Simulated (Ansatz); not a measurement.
**CH₄BNOSi: one species, many methods**

How much do the methods differ for CH₄BNOSi? The plan is to run it at one geometry with functionals of several rungs and with coupled cluster, and see how far each lands from CCSD(T) at the basis-set limit for the atomisation energy.

The runs use Ansatz 0.2.0, Gaussian basis; functionals in def2-TZVPP, the program's frozen cores in correlated methods.

The runs, in order: LDA (SPW92), PBE-D4, revPBE-D4, BLYP-D4, r2SCAN-D4, B97M-V, PBE0-D4, B3LYP-D4, r2SCANh-D4, r2SCAN0-D4, HSE06-D4, BHLYP-D4, CAM-B3LYP-D4, LC-ωPBE, ωB97X-V, ωB97M-V, B2PLYP, PBE-QIDH; CCSD(T)/def2-SVP; CCSD(T)/def2-TZVPP; MP2/def2-QZVPP; extrapolation to the limit; RPA on PBE.

### 1 The relaxed structure

All runs share one geometry, relaxed beforehand with PBE0-D4 in a triple-zeta def2 set.

9 atoms, charge 0, spin multiplicity 1.

Atoms are counted from 1 here; the program's logs count them from 0.

Bond lengths: N1–C2 1.241 Å, N1–H6 1.017 Å, C2–O3 1.427 Å, C2–B4 1.493 Å, O3–B4 1.363 Å, B4–Si5 2.003 Å, Si5–H7 1.486 Å, Si5–H8 1.484 Å, Si5–H9 1.486 Å. Angles: C2–N1–H6 110.4°, N1–C2–O3 127.2°, N1–C2–B4 177.3°, O3–C2–B4 55.6°, C2–O3–B4 64.7°, C2–B4–O3 59.8°, C2–B4–Si5 161.3°, O3–B4–Si5 138.9°, B4–Si5–H7 108.3°, B4–Si5–H8 111.3°, B4–Si5–H9 108.3°, H7–Si5–H8 109.9°, H7–Si5–H9 109.0°, H8–Si5–H9 109.9°.

### 2 LDA

This LDA is Slater exchange with PW92 correlation.

The input, in.yaml:

```yaml
crystal:
  periodic: [false, false, false]
  atoms:
    - {symbol: N, position_ang: [2.379997, 1.379934, -0.798936]}
    - {symbol: C, position_ang: [1.412219, 0.643191, -0.552984]}
    - {symbol: O, position_ang: [1.192096, -0.682003, -1.035796]}
    - {symbol: B, position_ang: [0.220272, -0.191228, -0.216193]}
    - {symbol: Si, position_ang: [-1.525843, -0.774862, 0.573989]}
    - {symbol: H, position_ang: [2.277108, 2.272233, -0.321759]}
    - {symbol: H, position_ang: [-2.579297, 0.176293, 0.133343]}
    - {symbol: H, position_ang: [-1.876841, -2.152381, 0.146622]}
    - {symbol: H, position_ang: [-1.411212, -0.717476, 2.054614]}
basis:
  gaussian: {orbitals: def2-TZVPP}
hamiltonian: {xc: lda}
output: {orbitals: {seedname: orbitals}}
```

Command:

```console
> ansatz run in.yaml --threads 2 --pin off --events-out ev --progress --plain --max-ram 4352MiB
```

After this run come: PBE-D4 (GGA); revPBE-D4 (GGA); BLYP-D4 (GGA); r2SCAN-D4 (meta-GGA); B97M-V (meta-GGA); B3LYP-D4 (hybrid); r2SCANh-D4 (hybrid); r2SCAN0-D4 (hybrid); HSE06-D4 (hybrid); BHLYP-D4 (hybrid); CAM-B3LYP-D4 (range-separated); LC-ωPBE (range-separated); ωB97X-V (range-separated); ωB97M-V (range-separated); B2PLYP (double hybrid); PBE-QIDH (double hybrid); CCSD(T) in def2-SVP; CCSD(T) in def2-TZVPP; MP2 in def2-QZVPP; RPA on PBE orbitals.

**Question.** What will the summary of the whole plan be? Wanted: atomisation energy, CCSD(T)/CBS; farthest beyond LDA; mean size of error, GGA; mean size of error, meta-GGA; mean size of error, hybrid; mean size of error, range-separated; mean size of error, double hybrid; gap, smallest and largest; T1 diagnostic.

**Answer**, as computed:

| quantity | value |
| --- | --- |
| atomisation energy, CCSD(T)/CBS | 3360.6 kJ/mol |
| functionals within 16.8 kJ/mol (0.5 %) | r2SCANh-D4, B2PLYP, PBE-QIDH |
| farthest beyond LDA | PBE-D4 (+144.4 kJ/mol) |
| mean size of error, GGA | 81.7 kJ/mol |
| mean size of error, meta-GGA | 43.2 kJ/mol |
| mean size of error, hybrid | 46.3 kJ/mol |
| mean size of error, range-separated | 35.9 kJ/mol |
| mean size of error, double hybrid | 12.6 kJ/mol |
| gap, smallest and largest | 3.06 eV (LDA (SPW92)), 10.54 eV (LC-ωPBE) |
| T1 diagnostic | 0.0168 |
| triples share of the correlation energy | 4.5 % |

The LDA atomisation energy is off by 590.7 kJ/mol (18 %): it overbinds. PBE-D4 misses by +144.4 kJ/mol. Double hybrids carry the basis error of their MP2 part in triple zeta, and no dispersion term here, so their miss is partly the set-up's. Taken by rung, double hybrid functionals do best (12.6 kJ/mol on average) and GGA ones worst beyond LDA (81.7 kJ/mol). The reference freezes the cores and leaves out relativity and excitations past (T), so misses under about 16.8 kJ/mol can't be ranked. Hartree-Fock recovers 69 % of the binding; the rest is correlation. CCSD(T) in def2-SVP is off by -197.6 kJ/mol, so the small basis spoils what the method gains. Orbital gaps span 3.1 to 10.5 eV; exact exchange widens them.
